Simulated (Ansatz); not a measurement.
# KSi3I: the cost of one run

Method: DFT PBE, scalar-relativistic, plane waves, PAW, in Ansatz 0.2.0.

1 further run of the same task is left out (set aside as unsound or not needed).

## 1. The structure to begin with

It takes space group Pm-3m (No. 221, cubic). The conventional cell has a = 5.752 Å, b = 5.752 Å, c = 5.752 Å, α = 90.00°, β = 90.00°, γ = 90.00°. Around K (site symmetry m-3m) lie 6 Si at 2.88 Å. Si (site symmetry 4/mmm) has 2 K at 2.88 Å as nearest neighbours. I (site symmetry m-3m) has 12 Si at 4.07 Å as nearest neighbours.

As a file:

```cif
data_structure
_symmetry_space_group_name_H-M 'Pm-3m'
_symmetry_Int_Tables_number 221
_cell_length_a 5.7515
_cell_length_b 5.7515
_cell_length_c 5.7515
_cell_angle_alpha 90.000
_cell_angle_beta 90.000
_cell_angle_gamma 90.000
_cell_volume 190.26
loop_
_atom_site_label
_atom_site_type_symbol
_atom_site_symmetry_multiplicity
_atom_site_Wyckoff_symbol
_atom_site_fract_x
_atom_site_fract_y
_atom_site_fract_z
_atom_site_occupancy
K1 K 1 b 0.50000 0.50000 0.50000 1
Si1 Si 3 c 0.00000 0.50000 0.50000 1
I1 I 1 a 0.00000 0.00000 0.00000 1
```

It is the end of an earlier relaxation with the same method, from a generated guess; it is a trial structure. At a tolerance of 0.05 Å it has space group Pm-3m (No. 221); it has 38.05 Å³/atom, an uncorrected energy of +1.99 eV/atom over the elements.

## 2. Static run: bands, density of states and charges

input.yaml reads:

```yaml
crystal:
  lattice:
    - [5.7515238184, 0.0, 0.0]
    - [0.0, 5.7515238184, 0.0]
    - [0.0, 0.0, 5.7515238184]
  atoms:
    - { symbol: K, position: [0.5, 0.5, 0.5] }
    - { symbol: Si, position: [0.0, 0.5, 0.5] }
    - { symbol: Si, position: [0.5, 0.0, 0.5] }
    - { symbol: Si, position: [0.5, 0.5, 0.0] }
    - { symbol: I, position: [0.0, 0.0, 0.0] }
basis:
  ecutwfc: 420
kpoints:
  mp_grid: { grid: [8, 8, 8] }
  band_path:
    path:
      - [[0.0, 0.0, 0.0], [0.0, 0.5, 0.0], [0.5, 0.5, 0.0], [0.0, 0.0, 0.0], [0.5, 0.5, 0.5], [0.0, 0.5, 0.0]]
      - [[0.5, 0.5, 0.5], [0.5, 0.5, 0.0]]
    npoints: 14
hamiltonian:
  xc: pbe
scf:
  occupations: { method: gaussian, width: 0.1 }
  n_extra_bands: 12
output:
  forces: true
  stress: true
  eigenvalues: true
  populations: true
  dos: { projected: true, de: 0.02, nscf_kmesh: { grid: [10, 10, 10] } }
  bader: true
  write_density: true
  write_potential: true
  elf: true
  volumetric_format: npy
```

Started as:

```sh
> ansatz run input.yaml --threads 1 --pin off --max-ram 2048MiB --backend cpu --events-out ev --progress --plain --runs-dir out
```

Q: Estimate wall time and peak memory on 1 thread of Arm Neoverse V1, shared host.

About 60 s, with a peak of 0.57 GiB.
